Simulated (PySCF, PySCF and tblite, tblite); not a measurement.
# C5H9NOS: a path driven as rotation about a bond, and NMR exchange

How fast is rotation about a bond in C5H9NOS (`C=CC(=S)N(C)OC`), and when do the exchanging lines merge?

Programs: PySCF 2.14.0 with density-fitted response routines of our own, and tblite 0.8.0. All values are computed, except where a source is named. Atoms count from 0 throughout.

## Step 1: The starting structure

17 atoms, charge 0, multiplicity 1; geometry from: force field or distance geometry start.

Bonds of the start (Å): C0–C1 1.36, C0–H8 1.09, C0–H9 1.07, C1–C2 1.50, C1–H10 1.08, C2–N4 1.42, C2–S3 1.70, C5–H11 1.09, C5–H12 1.08, C5–H13 1.10, C7–H14 1.09, C7–H15 1.10, C7–H16 1.09, N4–C5 1.47, N4–O6 1.42, O6–C7 1.43.

## Step 2: GFN2-xTB relaxation, start minimum

What the job is given:

```
{"job": {"xc": "GFN2-xTB", "basis": "xTB", "kind": "relax"}, "charge": 0, "multiplicity": 1}
C      2.847400     0.595800     0.923900
C      1.530400     0.543600     0.606800
C      0.968000    -0.127700    -0.608700
S      1.900200    -0.573000    -1.955500
N     -0.442500    -0.275600    -0.582200
C     -1.126800    -1.262500    -1.426800
O     -0.993000    -0.347800     0.720600
C     -1.913100     0.729800     0.895000
H      3.168400     1.096600     1.832500
H      3.610100     0.155000     0.313000
H      0.831400     1.005300     1.296300
H     -2.206200    -1.197500    -1.268400
H     -0.914300    -1.074900    -2.470000
H     -0.773500    -2.265100    -1.153400
H     -1.447100     1.696000     0.677700
H     -2.792100     0.584700     0.255200
H     -2.254500     0.729300     1.934300
```

On the command line:

```console
OMP_NUM_THREADS=1 python ens_run.py task.json out
```

This one command runs the whole study; its stages follow in the order run.

Standard output:

```text
step      E/eV     max force
  0    -692.10892    2.088
  1    -692.22739    1.249
  2    -692.30258    0.837
  3    -692.33210    0.532
  4    -692.35866    0.399
  5    -692.37242    0.380
  6    -692.39104    0.292
  7    -692.39920    0.282
  8    -692.40808    0.231
  9    -692.41560    0.232
 10    -692.42243    0.179
 11    -692.42730    0.186
 12    -692.43149    0.232
 13    -692.43599    0.227
 14    -692.44059    0.215
 15    -692.44437    0.165
 16    -692.44770    0.172
 17    -692.45093    0.176
 18    -692.45383    0.140
 19    -692.45605    0.129
 20    -692.45760    0.115
 21    -692.45894    0.101
 22    -692.46036    0.085
 23    -692.46154    0.065
 24    -692.46228    0.051
 25    -692.46279    0.059
 26    -692.46331    0.056
 27    -692.46387    0.060
 28    -692.46431    0.052
 29    -692.46463    0.042
 30    -692.46497    0.047
 31    -692.46550    0.064
 32    -692.46627    0.075
 33    -692.46711    0.070
 34    -692.46781    0.062
 35    -692.46845    0.072
 36    -692.46924    0.082
 37    -692.47034    0.080
 38    -692.47171    0.091
 39    -692.47327    0.091
 40    -692.47515    0.112
 41    -692.47744    0.112
 42    -692.47984    0.098
 43    -692.48164    0.100
 44    -692.48284    0.086
 45    -692.48379    0.085
 46    -692.48431    0.105
 47    -692.48525    0.074
 48    -692.48589    0.055
 49    -692.48681    0.063
 50    -692.48717    0.064
 51    -692.48803    0.054
 52    -692.48865    0.058
 53    -692.48928    0.065
 54    -692.48986    0.062
 55    -692.49074    0.073
 56    -692.49197    0.096
 57    -692.49349    0.102
 58    -692.49489    0.082
 59    -692.49604    0.088
 60    -692.49714    0.087
 61    -692.49842    0.091
 62    -692.49999    0.077
 63    -692.50060    0.062
 64    -692.50112    0.046
 65    -692.50144    0.037
 66    -692.50178    0.050
 67    -692.50211    0.056
 68    -692.50250    0.050
 69    -692.50297    0.057
 70    -692.50358    0.084
 71    -692.50453    0.133
 72    -692.50603    0.149
 73    -692.50827    0.136
 74    -692.51015    0.100
 75    -692.51204    0.090
 76    -692.51082    0.193
 77    -692.51393    0.067
 78    -692.51453    0.050
 79    -692.51582    0.051
 80    -692.51646    0.053
 81    -692.51736    0.050
 82    -692.51797    0.064
 83    -692.51845    0.051
 84    -692.51878    0.064
 85    -692.51909    0.037
 86    -692.51928    0.027
 87    -692.51936    0.026
 88    -692.51944    0.019
 89    -692.51950    0.020
 90    -692.51955    0.020
 91    -692.51958    0.014
 92    -692.51959    0.008
 93    -692.51960    0.005
 94    -692.51961    0.005
 95    -692.51961    0.006
 96    -692.51962    0.006
 97    -692.51962    0.005
 98    -692.51963    0.004
 99    -692.51963    0.005
100    -692.51964    0.006
101    -692.51964    0.007
102    -692.51965    0.007
103    -692.51966    0.006
104    -692.51967    0.006
105    -692.51968    0.007
106    -692.51969    0.008
107    -692.51970    0.007
108    -692.51971    0.007
109    -692.51972    0.009
110    -692.51973    0.009
111    -692.51974    0.010
112    -692.51975    0.008
113    -692.51976    0.007
114    -692.51977    0.005
115    -692.51977    0.004
116    -692.51977    0.004
117    -692.51977    0.002
```

It took 0.85 s on 1 thread of Arm Neoverse V1, shared host.

The energy fell by 0.411 eV, and the atoms moved 0.48 Å (root mean square).

## Step 3: Relaxed scan, rotation

What the job is given:

```
{"job": {"xc": "GFN2-xTB", "basis": "xTB", "coordinate": [["t", [0, 1, 2, 3], 0.25], ["t", [0, 1, 2, 4], 0.25], ["t", [10, 1, 2, 3], 0.25], ["t", [10, 1, 2, 4], 0.25]], "kind": "drive"}, "charge": 0, "multiplicity": 1}
C      2.727001     0.788136     0.804033
C      1.510850     0.255009     0.822432
C      0.889517    -0.344824    -0.348044
S      1.713262    -0.635477    -1.750758
N     -0.404989    -0.702910    -0.264546
C     -1.107427    -1.328299    -1.354767
O     -1.173212    -0.360330     0.844638
C     -1.803082     0.904809     0.712243
H      3.172703     1.215151     1.684875
H      3.307356     0.803718    -0.103815
H      0.922312     0.233603     1.730090
H     -2.084252    -1.641338    -0.992975
H     -1.217926    -0.642805    -2.199789
H     -0.544554    -2.198663    -1.693528
H     -1.065646     1.702171     0.580832
H     -2.505854     0.913295    -0.125694
H     -2.343055     1.050783     1.644865
```

Standard output:

```text
point  coordinate     E/eV
  0    -65.900     -692.50687
  1    -51.000     -692.47286
  2    -36.200     -692.42013
  3    -21.000     -692.38394
  4     -5.800     -692.36065
  5      9.200     -692.34703
  6     24.300     -692.34547
  7     39.400     -692.35726
  8     54.400     -692.36793
  9     69.500     -692.37963
 10     84.600     -692.41345
 11     99.500     -692.44348
```

Run time: 4 s. Hardware: 1 thread of Arm Neoverse V1, shared host.

The highest point is number 6, 3.7 kcal/mol above the first.

## Step 4: Nudged elastic band, leg 1

The job, as its differences from that of step 3:

```diff
@@ -1,2 +1,2 @@
-{"job": {"xc": "GFN2-xTB", "basis": "xTB", "coordinate": [["t", [0, 1, 2, 3], 0.25], ["t", [0, 1, 2, 4], 0.25], ["t", [10, 1, 2, 3], 0.25], ["t", [10, 1, 2, 4], 0.25]], "kind": "drive"}, "charge": 0, "multiplicity": 1}
+{"job": {"xc": "GFN2-xTB", "basis": "xTB", "kind": "neb"}, "charge": 0, "multiplicity": 1}
 C      2.727001     0.788136     0.804033
```

Standard output:

```text
image   E - E0 / eV
  0       0.0000
  1       0.0689
  2       0.1595
  3       0.1732
  4       0.1502
  5       0.1059
  6       0.0546
```

Run time: 2.3 s. Hardware: 1 thread of Arm Neoverse V1, shared host; peak memory 0.2 GiB.

The highest point is number 3, 4.0 kcal/mol above the first.

## Step 5: Saddle search, leg 1

What the job is given:

```
{"job": {"xc": "GFN2-xTB", "basis": "xTB", "kind": "saddle"}, "charge": 0, "multiplicity": 1}
C      1.936944     1.036460     1.012104
C      1.856711    -0.262482     0.765508
C      1.038269    -0.861379    -0.288171
S      1.781687    -1.803688    -1.419476
N     -0.275259    -0.596353    -0.354708
C     -1.133771    -1.197368    -1.346405
O     -0.919166    -0.083478     0.776963
C     -1.551848     1.163183     0.560614
H      2.617838     1.428734     1.746830
H      1.354184     1.761792     0.469336
H      2.509447    -0.960852     1.271043
H     -2.125231    -1.333416    -0.919059
H     -1.193515    -0.567016    -2.236629
H     -0.723397    -2.166384    -1.635021
H     -0.829572     1.954889     0.346163
H     -2.285595     1.109339    -0.248474
H     -2.057726     1.378018     1.499381
```

Standard output:

```text
step      E/eV     max force
  0    -692.34661   0.0251
  1    -692.34942   0.1274
  2    -692.34802   0.0242
  3    -692.34868   0.0544
  4    -692.34872   0.0178
  5    -692.34920   0.0172
  6    -692.35014   0.0192
  7    -692.35015   0.0569
  8    -692.35022   0.0114
  9    -692.35022   0.0145
 10    -692.35007   0.0145
 11    -692.34968   0.0138
 12    -692.34909   0.0390
 13    -692.34952   0.0100
 14    -692.34928   0.0131
 15    -692.34907   0.0157
 16    -692.34891   0.0115
 17    -692.34872   0.0234
 18    -692.34861   0.0333
 19    -692.34853   0.0631
 20    -692.34867   0.0185
 21    -692.34868   0.0376
 22    -692.34872   0.0145
 23    -692.34874   0.0042
 24    -692.34867   0.0412
 25    -692.34875   0.0042
 26    -692.34873   0.0213
 27    -692.34875   0.0037
lowest wavenumbers (cm-1): -62.1 33.9 67.0 122.1 142.1 160.7
```

Wall time 8.3 s (1 thread of Arm Neoverse V1, shared host); peak memory 0.2 GiB.

Point group C1; 1 imaginary mode, 62i cm⁻¹, carried by C0, H9, H10, C1. Steps downhill from it reached both ends.

## Step 6: Shieldings, start: PBE0/pcSseg-1 in acetonitrile

What the job is given:

```
{"job": {"kind": "nmr", "xc": "PBE0", "basis": "pcSseg-1", "solvent": "acetonitrile", "pop": false}, "charge": 0, "multiplicity": 1}
C      2.727001     0.788136     0.804033
C      1.510850     0.255009     0.822432
C      0.889517    -0.344824    -0.348044
S      1.713262    -0.635477    -1.750758
N     -0.404989    -0.702910    -0.264546
C     -1.107427    -1.328299    -1.354767
O     -1.173212    -0.360330     0.844638
C     -1.803082     0.904809     0.712243
H      3.172703     1.215151     1.684875
H      3.307356     0.803718    -0.103815
H      0.922312     0.233603     1.730090
H     -2.084252    -1.641338    -0.992975
H     -1.217926    -0.642805    -2.199789
H     -0.544554    -2.198663    -1.693528
H     -1.065646     1.702171     0.580832
H     -2.505854     0.913295    -0.125694
H     -2.343055     1.050783     1.644865
```

Standard output:

```text
coarse grid: 14784 points
cycle   1  E = -723.3060354773  dE =  1.149e+00  |g| = 6.460e-01  |ddm| = 3.790e+00
cycle   2  E = -723.1253777171  dE =  1.807e-01  |g| = 1.150e+00  |ddm| = 1.455e+00
cycle   3  E = -723.3987879871  dE = -2.734e-01  |g| = 1.103e-01  |ddm| = 9.517e-01
cycle   4  E = -723.4011878264  dE = -2.400e-03  |g| = 5.250e-02  |ddm| = 1.622e-01
cycle   5  E = -723.4018442895  dE = -6.565e-04  |g| = 1.716e-02  |ddm| = 6.592e-02
cycle   6  E = -723.4019036615  dE = -5.937e-05  |g| = 3.668e-03  |ddm| = 1.561e-02
cycle   7  E = -723.4019064374  dE = -2.776e-06  |g| = 1.035e-03  |ddm| = 3.396e-03
final grid: 138336 points
cycle   8  E = -723.4609526114  dE = -2.837e-05  |g| = 1.205e-02  |ddm| = 3.523e-02
cycle   9  E = -723.4609134140  dE =  3.920e-05  |g| = 1.818e-02  |ddm| = 2.483e-02
cycle  10  E = -723.4609838493  dE = -7.044e-05  |g| = 2.554e-03  |ddm| = 1.580e-02
cycle  11  E = -723.4609852383  dE = -1.389e-06  |g| = 3.477e-04  |ddm| = 1.915e-03
cycle  12  E = -723.4609852601  dE = -2.174e-08  |g| = 1.480e-04  |ddm| = 3.971e-04
cycle  13  E = -723.4609852648  dE = -4.782e-09  |g| = 3.450e-05  |ddm| = 1.534e-04
cycle  14  E = -723.4609852651  dE = -2.858e-10  |g| = 1.033e-05  |ddm| = 4.894e-05
converged SCF energy = -723.4609852651

GIAO shielding tensors (ppm)
atom      isotropic    diamagn.    paramagn.     s11        s22        s33       span
  0 C       43.116     253.039    -209.922    -68.295     26.348    171.297    239.592
  1 C       53.074     254.380    -201.306    -60.146     55.571    163.797    223.943
  2 C      -10.663     254.680    -265.343   -114.127    -24.033    106.170    220.297
  3 S      314.905    1059.302    -744.398    -24.986    245.884    723.816    748.801
  4 N       25.133     328.312    -303.179    -73.279     68.611     80.068    153.347
  5 C      143.941     245.012    -101.071    121.947    135.060    174.815     52.869
  6 O      162.346     395.057    -232.711     61.902     93.785    331.352    269.450
  7 C      122.455     247.973    -125.518     85.652     98.775    182.936     97.284
  8 H       25.284      27.974      -2.690     23.488     24.463     27.901      4.413
  9 H       24.433      31.309      -6.876     20.904     22.661     29.733      8.829
 10 H       24.361      32.565      -8.205     21.201     22.047     29.835      8.634
 11 H       28.142      29.045      -0.903     23.645     27.486     33.294      9.649
 12 H       27.796      29.117      -1.321     24.321     25.393     33.676      9.355
 13 H       27.403      28.707      -1.304     22.448     26.864     32.896     10.447
 14 H       28.068      31.184      -3.116     23.999     27.339     32.865      8.866
 15 H       27.507      30.160      -2.653     23.625     26.011     32.886      9.262
 16 H       27.664      29.078      -1.414     24.297     24.674     34.020      9.723
```

Wall time 27 s (1 thread of Arm Neoverse V1, shared host); peak memory 1 GiB.

This run: HOMO -6.42 eV, LUMO -1.88 eV; dipole 5.78 D.

## Step 7: Shieldings, saddle of leg 1: PBE0/pcSseg-1 in acetonitrile

What the job is given:

```
{"job": {"kind": "nmr", "xc": "PBE0", "basis": "pcSseg-1", "solvent": "acetonitrile", "pop": false}, "charge": 0, "multiplicity": 1}
C      2.017037     1.065186     0.980791
C      1.764224    -0.221193     0.812309
C      1.011923    -0.781882    -0.320102
S      1.822766    -1.525672    -1.543611
N     -0.321474    -0.675073    -0.326787
C     -1.158751    -1.256027    -1.345191
O     -0.973918    -0.155701     0.791251
C     -1.520481     1.132727     0.569355
H      2.627594     1.417314     1.793830
H      1.647286     1.815736     0.301214
H      2.187563    -0.963183     1.476740
H     -2.131534    -1.476059    -0.909810
H     -1.272942    -0.576929    -2.193524
H     -0.695844    -2.177172    -1.699836
H     -0.744408     1.855267     0.306134
H     -2.286351     1.112820    -0.211315
H     -1.972691     1.409841     1.518554
```

Standard output:

```text
coarse grid: 14784 points
cycle   1  E = -723.3032772845  dE =  1.142e+00  |g| = 6.389e-01  |ddm| = 3.735e+00
cycle   2  E = -723.1347222369  dE =  1.686e-01  |g| = 1.118e+00  |ddm| = 1.409e+00
cycle   3  E = -723.3923229197  dE = -2.576e-01  |g| = 1.186e-01  |ddm| = 9.296e-01
cycle   4  E = -723.3952855643  dE = -2.963e-03  |g| = 4.890e-02  |ddm| = 1.589e-01
cycle   5  E = -723.3958570018  dE = -5.714e-04  |g| = 1.694e-02  |ddm| = 6.025e-02
cycle   6  E = -723.3959142829  dE = -5.728e-05  |g| = 3.537e-03  |ddm| = 1.563e-02
cycle   7  E = -723.3959166867  dE = -2.404e-06  |g| = 1.118e-03  |ddm| = 3.203e-03
final grid: 138336 points
cycle   8  E = -723.4553606235  dE = -2.611e-05  |g| = 1.241e-02  |ddm| = 2.817e-02
cycle   9  E = -723.4553205492  dE =  4.007e-05  |g| = 1.858e-02  |ddm| = 2.408e-02
cycle  10  E = -723.4553937882  dE = -7.324e-05  |g| = 2.607e-03  |ddm| = 1.540e-02
cycle  11  E = -723.4553952188  dE = -1.431e-06  |g| = 3.083e-04  |ddm| = 1.924e-03
cycle  12  E = -723.4553952336  dE = -1.479e-08  |g| = 1.528e-04  |ddm| = 3.157e-04
cycle  13  E = -723.4553952386  dE = -5.017e-09  |g| = 3.256e-05  |ddm| = 1.514e-04
cycle  14  E = -723.4553952389  dE = -2.533e-10  |g| = 9.511e-06  |ddm| = 4.536e-05
converged SCF energy = -723.4553952389

GIAO shielding tensors (ppm)
atom      isotropic    diamagn.    paramagn.     s11        s22        s33       span
  0 C       63.562     254.420    -190.857    -44.154     63.378    171.463    215.617
  1 C       42.862     256.941    -214.079    -73.009     65.014    136.581    209.591
  2 C      -16.495     253.999    -270.494   -122.040    -33.756    106.311    228.351
  3 S      274.103    1058.256    -784.154    -64.170    242.883    643.595    707.765
  4 N       17.575     328.348    -310.772    -91.444     69.542     74.628    166.072
  5 C      146.942     245.176     -98.234    121.602    138.829    180.394     58.792
  6 O      143.683     395.704    -252.021      5.745     91.181    334.123    328.377
  7 C      122.075     247.923    -125.848     84.587     99.102    182.535     97.948
  8 H       26.048      28.339      -2.292     23.205     25.966     28.972      5.767
  9 H       26.065      31.784      -5.719     21.577     26.313     30.304      8.727
 10 H       24.970      29.588      -4.618     23.834     24.355     26.719      2.885
 11 H       28.303      29.146      -0.842     23.959     27.175     33.776      9.817
 12 H       28.156      29.054      -0.898     24.353     25.716     34.400     10.046
 13 H       26.880      28.936      -2.056     21.468     28.035     31.138      9.671
 14 H       27.857      31.705      -3.848     23.564     27.724     32.283      8.720
 15 H       27.360      30.513      -3.153     23.390     26.065     32.626      9.237
 16 H       27.696      29.505      -1.809     24.268     24.706     34.113      9.846
```

Wall time 26 s (1 thread of Arm Neoverse V1, shared host); peak memory 0.96 GiB.

Key values: HOMO -6.40 eV, LUMO -1.09 eV; dipole 6.50 D.

## Step 8: Shieldings, end: PBE0/pcSseg-1 in acetonitrile

What the job is given:

```
{"job": {"kind": "nmr", "xc": "PBE0", "basis": "pcSseg-1", "solvent": "acetonitrile", "pop": false}, "charge": 0, "multiplicity": 1}
C      1.717245     0.467526     1.659453
C      1.868619     0.195114     0.367990
C      0.969741    -0.607032    -0.448455
S      1.603556    -1.514142    -1.677505
N     -0.348668    -0.662648    -0.197253
C     -1.237935    -1.474861    -0.989470
O     -0.960806     0.228359     0.678871
C     -1.283695     1.469974     0.073976
H      2.470137     1.016022     2.199658
H      0.856770     0.144743     2.219481
H      2.770793     0.487372    -0.152605
H     -2.238071    -1.386745    -0.571485
H     -1.234520    -1.160009    -2.036848
H     -0.912796    -2.514661    -0.946045
H     -0.384302     1.977485    -0.286056
H     -1.989904     1.340288    -0.751174
H     -1.745565     2.057430     0.863731
```

Standard output:

```text
coarse grid: 14784 points
cycle   1  E = -723.3077170580  dE =  1.143e+00  |g| = 6.281e-01  |ddm| = 3.745e+00
cycle   2  E = -723.1499590449  dE =  1.578e-01  |g| = 1.090e+00  |ddm| = 1.383e+00
cycle   3  E = -723.3945431707  dE = -2.446e-01  |g| = 1.112e-01  |ddm| = 9.030e-01
cycle   4  E = -723.3971093582  dE = -2.566e-03  |g| = 4.778e-02  |ddm| = 1.557e-01
cycle   5  E = -723.3976586243  dE = -5.493e-04  |g| = 1.557e-02  |ddm| = 6.016e-02
cycle   6  E = -723.3977072089  dE = -4.858e-05  |g| = 3.405e-03  |ddm| = 1.598e-02
cycle   7  E = -723.3977093547  dE = -2.146e-06  |g| = 9.003e-04  |ddm| = 2.933e-03
final grid: 138336 points
cycle   8  E = -723.4568674873  dE = -2.546e-05  |g| = 1.251e-02  |ddm| = 3.373e-02
cycle   9  E = -723.4568243378  dE =  4.315e-05  |g| = 1.897e-02  |ddm| = 2.458e-02
cycle  10  E = -723.4569009353  dE = -7.660e-05  |g| = 2.517e-03  |ddm| = 1.583e-02
cycle  11  E = -723.4569022934  dE = -1.358e-06  |g| = 3.177e-04  |ddm| = 1.942e-03
cycle  12  E = -723.4569023103  dE = -1.691e-08  |g| = 1.402e-04  |ddm| = 3.356e-04
cycle  13  E = -723.4569023145  dE = -4.222e-09  |g| = 3.346e-05  |ddm| = 1.425e-04
cycle  14  E = -723.4569023148  dE = -2.631e-10  |g| = 1.058e-05  |ddm| = 4.784e-05
converged SCF energy = -723.4569023148

GIAO shielding tensors (ppm)
atom      isotropic    diamagn.    paramagn.     s11        s22        s33       span
  0 C       52.458     255.365    -202.906    -62.238     49.208    170.405    232.644
  1 C       45.044     254.386    -209.342    -63.462     71.018    127.577    191.039
  2 C      -13.190     254.002    -267.192   -119.354    -33.127    112.910    232.264
  3 S      192.427    1058.414    -865.987   -212.317    188.972    600.626    812.943
  4 N       27.361     327.425    -300.064    -73.142     69.477     85.749    158.891
  5 C      142.757     245.029    -102.272    120.994    132.934    174.343     53.349
  6 O      162.739     396.196    -233.458     54.415     98.417    335.383    280.968
  7 C      124.421     247.984    -123.563     87.792    102.632    182.840     95.048
  8 H       25.409      28.105      -2.696     22.669     25.582     27.977      5.308
  9 H       25.172      32.506      -7.335     21.053     24.556     29.907      8.854
 10 H       25.003      30.306      -5.303     21.998     23.369     29.642      7.644
 11 H       28.131      29.356      -1.225     23.834     27.467     33.091      9.257
 12 H       27.760      29.030      -1.270     24.287     25.593     33.400      9.113
 13 H       27.709      28.625      -0.916     23.269     26.368     33.491     10.221
 14 H       27.967      31.310      -3.344     23.710     27.555     32.636      8.926
 15 H       27.616      30.375      -2.759     23.785     26.083     32.980      9.195
 16 H       27.918      29.525      -1.607     24.605     24.803     34.346      9.740
```

Run time: 26 s. Hardware: 1 thread of Arm Neoverse V1, shared host; peak memory 0.91 GiB.

This run: HOMO -6.45 eV, LUMO -1.78 eV; dipole 6.02 D.

[end of part 1 of 2]
